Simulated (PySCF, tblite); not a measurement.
**C₅H₉F₃O: geometry, infrared bands and NMR shifts**

What infrared bands and NMR shifts should C₅H₉F₃O (`CCC(F)(F)COCF`) show?

The runs use tblite 0.8.0 and PySCF 2.14.0, with density-fitted response routines of our own; the level of theory stands in each step. All values are computed, except where a source is named. Atoms count from 0, in the outputs and in this text.

## (1) The molecule as given

18 atoms, charge 0, multiplicity 1; geometry from: force field or distance geometry start.

Bonds of the start (Å): C0–C1 1.51, C1–C2 1.54, C2–F3 1.35, C2–F4 1.35, C2–C5 1.52, C5–O6 1.44, O6–C7 1.42, C7–F8 1.36, C0–H9 1.10, C0–H10 1.10, C0–H11 1.09, C1–H12 1.11, C1–H13 1.09, C5–H14 1.10, C5–H15 1.09, C7–H16 1.10, C7–H17 1.08.

## (2) Geometry optimisation with GFN2-xTB

Job settings and geometry (Å):

```
{"job": {"kind": "relax", "xc": "GFN2-xTB", "basis": "xTB"}, "charge": 0, "multiplicity": 1}
C     -2.509700     0.199800    -0.339600
C     -1.209500     0.449500     0.381500
C     -0.263700    -0.760800     0.295400
F     -0.904000    -1.851400     0.772700
F     -0.015100    -1.019100    -1.010100
C      1.044100    -0.575300     1.042600
O      1.719200     0.666900     0.776800
C      2.393200     0.671700    -0.469500
F      3.287900    -0.353100    -0.473000
H     -3.170300     1.079600    -0.247600
H     -3.054800    -0.656200     0.082400
H     -2.351500     0.008000    -1.401100
H     -1.427600     0.660300     1.453700
H     -0.723200     1.329600    -0.045600
H      0.835500    -0.580800     2.122700
H      1.715900    -1.419800     0.865400
H      1.694700     0.554700    -1.307000
H      2.930200     1.602700    -0.582000
```

The run is started by

```bash
OMP_NUM_THREADS=1 python probes_run.py task.json out
```

The driver reads the jobs from task.json and runs them one after another.

**Question.** This job is followed by: GFN2-xTB harmonic vibrations, gas phase; GIAO PBE0/pcSseg-1 NMR shielding, non-relativistic, gas phase. What will the session give for the following? strongest single infrared mode (GFN2-xTB); zero-point energy (GFN2-xTB); 13C shifts against TMS (PBE0/pcSseg-1); 1H shifts against TMS (PBE0/pcSseg-1, means over atoms taken as alike); 19F shifts against CFCl3 (PBE0/pcSseg-1, means over atoms taken as alike); 17O shifts against H2O (PBE0/pcSseg-1).

As calculated:

| quantity | value |
| --- | --- |
| strongest single infrared mode (GFN2-xTB) | 970 cm⁻¹, 212 km/mol |
| zero-point energy (GFN2-xTB) | 86.5 kcal/mol |
| 13C shifts against TMS (PBE0/pcSseg-1) | 130.7, 105.1, 71.9, 31.3, 6.7 ppm |
| 1H shifts against TMS (PBE0/pcSseg-1, means over atoms taken as alike) | 5.65, 4.10, 1.97, 1.25 ppm |
| 19F shifts against CFCl3 (PBE0/pcSseg-1, means over atoms taken as alike) | -133.5, -185.5 ppm |
| 17O shifts against H2O (PBE0/pcSseg-1) | 80.6 ppm |

**Reading.** Relaxing lowered the energy by 0.149 eV in 61 steps; the close pair that moved most is O6–C7, from 1.417 to 1.374 Å. All 48 modes are real, so the xTB geometry is a minimum. Unscaled tight-binding wavenumbers are off by several per cent, some by more. Its intensities can rank the bands wrongly. H16, H17 (mean) (hydrogen on an sp3 CH2 bonded to F and O) lies farthest downfield among hydrogen, at 5.65 ppm; its carbon carries F and O, which withdraws density. At PBE0/pcSseg-1: Shielding is most anisotropic at F8 (span 210 ppm, paramagnetic term -114 ppm).
